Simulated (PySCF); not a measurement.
# C9H12BN: the cost of one run

Programs: PySCF 2.14.0, with routines of our own; each step states its level. All values are computed. Atoms count from 0.

## Step 1: The starting structure

23 atoms, charge 0, multiplicity 1; geometry from: GFN2-xTB.

## Step 2: Relaxing the molecule at PBE0-D3(BJ)/def2-SVP

The job: settings as JSON, then the geometry in Å.

```
{"job": {"xc": "PBE0", "basis": "def2-SVP", "d3": "d3bj", "grid": 2, "kind": "geom"}, "charge": 0, "multiplicity": 1}
C      4.421586     0.056367    -0.218142
C      3.426614     0.444375     0.571401
C      2.005414     0.258288     0.325754
C      1.473353    -0.362593    -0.805058
C      0.103366    -0.480605    -0.930766
C     -0.750792     0.015970     0.064063
B     -2.318019    -0.087594    -0.010955
C     -3.006504    -0.739585    -1.272116
C     -3.165039     0.438081     1.202295
N     -0.225995     0.612967     1.145407
C      1.074644     0.723721     1.265203
H      4.260680    -0.452291    -1.153308
H      5.449082     0.238075     0.046251
H      3.656698     0.951970     1.500551
H      2.123633    -0.747214    -1.577722
H     -0.315411    -0.960029    -1.802651
H     -2.774821    -0.173144    -2.173938
H     -4.089353    -0.794461    -1.194428
H     -2.639161    -1.749933    -1.449040
H     -3.350025    -0.396940     1.879861
H     -4.142688     0.822199     0.919288
H     -2.641624     1.191705     1.783328
H      1.419609     1.217658     2.167737
```

Launch:

```sh
> OMP_NUM_THREADS=1 python excited_run.py task.json out
```

The driver reads the jobs from task.json and runs them one after another.

Q: Estimate the wall time and peak memory of this first job on 1 thread of Arm Neoverse V1, shared host.

About 4.1 min, with a peak of 0.99 GiB.
